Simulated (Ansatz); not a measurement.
# CH7GaOSi: up Jacob's ladder to CCSD(T)

Aim: compute CH7GaOSi with functionals from several rungs and with coupled cluster, and see how far each lands from CCSD(T) at the basis-set limit for the atomisation energy.

Computed with Ansatz 0.2.0, Gaussian basis. Level: functionals in def2-TZVPP, the program's frozen cores in correlated methods.

The runs, in order: PBE-D4, r2SCAN-D4, PBE0-D4, B3LYP-D4, ωB97X-V, ωB97M-V, B2PLYP; CCSD(T)/def2-TZVPP; MP2/def2-QZVPP; extrapolation to the limit.

## (1) The relaxed structure

An earlier PBE0-D4 in a triple-zeta def2 set relaxation fixed the geometry.

11 atoms, charge 0, spin multiplicity 1.

Atoms are counted from 1 here; the program's logs count them from 0.

Bond lengths: C1–Ga2 2.060 Å, C1–H5 1.098 Å, C1–H6 1.095 Å, C1–H7 1.098 Å, Si3–O4 1.666 Å, Si3–H8 1.485 Å, Si3–H9 1.477 Å, Si3–H10 1.485 Å, O4–H11 0.961 Å. Angles: Ga2–C1–H5 111.3°, Ga2–C1–H6 111.9°, Ga2–C1–H7 111.3°, H5–C1–H6 107.1°, H5–C1–H7 107.9°, H6–C1–H7 107.1°, O4–Si3–H8 110.3°, O4–Si3–H9 105.2°, O4–Si3–H10 110.2°, H8–Si3–H9 111.0°, H8–Si3–H10 109.0°, H9–Si3–H10 111.1°, Si3–O4–H11 119.3°.

Coordinates:

```xyz
11

C    -1.8289    1.2143   -0.8325
Ga   -1.9329   -0.5263    0.2643
Si    1.7525   -1.2030    0.8232
O     0.5036   -0.3036    0.1849
H    -1.3212    2.0102   -0.2712
H    -2.8228    1.5907   -1.0963
H    -1.2817    1.0610   -1.7722
H     2.5125   -0.3990    1.8141
H     1.1054   -2.3640    1.4673
H     2.6754   -1.6361   -0.2569
H     0.7034    0.4990   -0.3042
```

## (2) PBE-D4 (GGA)

The input, in.yaml:

```yaml
crystal:
  periodic: [false, false, false]
  atoms:
    - {symbol: C, position_ang: [-1.828938, 1.214328, -0.832482]}
    - {symbol: Ga, position_ang: [-1.932912, -0.526331, 0.264334]}
    - {symbol: Si, position_ang: [1.752538, -1.202978, 0.823189]}
    - {symbol: O, position_ang: [0.503591, -0.303585, 0.184890]}
    - {symbol: H, position_ang: [-1.321164, 2.010176, -0.271157]}
    - {symbol: H, position_ang: [-2.822758, 1.590679, -1.096275]}
    - {symbol: H, position_ang: [-1.281664, 1.060967, -1.772190]}
    - {symbol: H, position_ang: [2.512452, -0.399010, 1.814089]}
    - {symbol: H, position_ang: [1.105361, -2.364014, 1.467273]}
    - {symbol: H, position_ang: [2.675422, -1.636119, -0.256927]}
    - {symbol: H, position_ang: [0.703373, 0.498986, -0.304244]}
basis:
  gaussian: {orbitals: def2-TZVPP}
hamiltonian: {xc: pbe, dispersion: d4}
output: {forces: true, orbitals: {seedname: orbitals}}
```

On the command line:

```console
$ ansatz run in.yaml --threads 4 --pin off --events-out ev --progress --plain --max-ram 10444MiB
```

Further steps of the session: r2SCAN-D4 (meta-GGA); PBE0-D4 (hybrid); B3LYP-D4 (hybrid); ωB97X-V (range-separated); ωB97M-V (range-separated); B2PLYP (double hybrid); CCSD(T) in def2-TZVPP; MP2 in def2-QZVPP.

Before running them: what should the planned runs give, taken together? Wanted: atomisation energy, CCSD(T)/CBS; farthest; mean size of error, hybrid; mean size of error, range-separated; gap, smallest and largest; T1 diagnostic; triples share of the correlation energy.

**Answer**, as computed:

```
                               quantity                                          value
        atomisation energy, CCSD(T)/CBS                                  3539.7 kJ/mol
 functionals within 35.4 kJ/mol (1.0 %)  PBE-D4, r2SCAN-D4, B3LYP-D4, ωB97X-V, ωB97M-V
                               farthest                         PBE0-D4 (-60.0 kJ/mol)
             mean size of error, hybrid                                    39.8 kJ/mol
    mean size of error, range-separated                                    13.3 kJ/mol
              gap, smallest and largest            2.65 eV (PBE-D4), 8.31 eV (ωB97X-V)
                          T1 diagnostic                                         0.0124
triples share of the correlation energy                                          3.5 %
```

PBE-D4 misses by -18.2 kJ/mol. Double hybrids carry the basis error of their MP2 part in triple zeta, and no dispersion term here, so their miss is partly the set-up's. The reference freezes the cores and leaves out relativity and excitations past (T), and its outer-core shells are covered unevenly, so misses under about 35.4 kJ/mol can't be ranked. Hartree-Fock recovers 74 % of the binding; the rest is correlation. The gap grows from 2.6 to 8.3 eV across the functionals, mostly with the share of exact exchange. The restricted reference is unstable towards a spin-broken one. Correlated methods include outer-core shells of Ga, which these sets cover unevenly.
